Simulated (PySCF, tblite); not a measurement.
**C₇H₉N+ (doublet): geometry, infrared bands and EPR parameters**

Wanted: the infrared bands and EPR parameters of C₇H₉N+ (doublet) (`N#C[C@@H]1C[CH+][CH]CC1`), by calculation.

Computed with tblite 0.8.0 and PySCF 2.14.0, with density-fitted response routines of our own, on a single molecule in the gas phase. Atoms count from 0, in the outputs and in this text.

## Step 1: Starting geometry

17 atoms, charge 1, multiplicity 2; geometry from: force field or distance geometry start.

Bonds of the start (Å): N0–C1 1.17, C1–C2 1.44, C2–C3 1.51, C3–C4 1.50, C4–C5 1.49, C5–C6 1.50, C6–C7 1.52, C7–C2 1.52, C2–H8 1.12, C3–H9 1.11, C3–H10 1.11, C4–H11 1.08, C5–H12 1.10, C6–H13 1.12, C6–H14 1.12, C7–H15 1.13, C7–H16 1.10.

## Step 2: Geometry optimisation with GFN2-xTB

Job settings and geometry (Å):

```
{"job": {"kind": "relax", "xc": "GFN2-xTB", "basis": "xTB"}, "charge": 1, "multiplicity": 2}
N      1.878600    -1.416500     1.742600
C      1.383300    -1.073000     0.738000
C      0.786300    -0.645600    -0.504000
C      1.009000     0.836700    -0.715200
C      0.235800     1.536200     0.358900
C     -1.203700     1.196700     0.567700
C     -1.328900    -0.292100     0.699500
C     -0.691600    -0.989800    -0.489900
H      1.272400    -1.158600    -1.368500
H      2.078100     1.069900    -0.557700
H      0.703500     1.164300    -1.730900
H      0.713000     2.296100     0.962500
H     -1.733000     1.568500    -0.323500
H     -0.745700    -0.642600     1.592300
H     -2.405300    -0.581400     0.817000
H     -0.765600    -2.109600    -0.357100
H     -1.193100    -0.747100    -1.441800
```

On the command line:

```sh
$ OMP_NUM_THREADS=1 python probes_run.py task.json out
```

The driver reads the jobs from task.json and runs them one after another.

**Question.** This job is followed by: GFN2-xTB harmonic vibrations, gas phase; UKS B3LYP, pcH-1 on C H N, non-relativistic, mean-field spin-orbit, GIAO. Predict these results of the whole session: strongest single infrared mode (GFN2-xTB); zero-point energy (GFN2-xTB); g(iso) (B3LYP); ⟨S²⟩; largest a(iso).

As calculated:

```
                                 quantity                  value
strongest single infrared mode (GFN2-xTB)  1292 cm⁻¹, 297 km/mol
             zero-point energy (GFN2-xTB)          86.1 kcal/mol
                           g(iso) (B3LYP)                2.00280
                                     ⟨S²⟩     0.752 (exact 0.75)
                           largest a(iso)   1H on H13, 166.0 MHz
```

**Reading.** Relaxing lowered the energy by 2.407 eV in 74 steps; the close pair that moved most is C4–C5, from 1.494 to 1.361 Å. All 45 modes are real, so the xTB geometry is a minimum. The strongest single mode, at 1292 cm⁻¹, has its largest shares on H9, H14, H10 and C3 (the list is cut at 4 atoms). Unscaled tight-binding wavenumbers are off by several per cent, some by more. Its intensities can rank the bands wrongly. The largest spin populations lie on C4 (0.45 e), C5 (0.40 e). The isotropic g lies 0.5 ppt above the free-electron value.
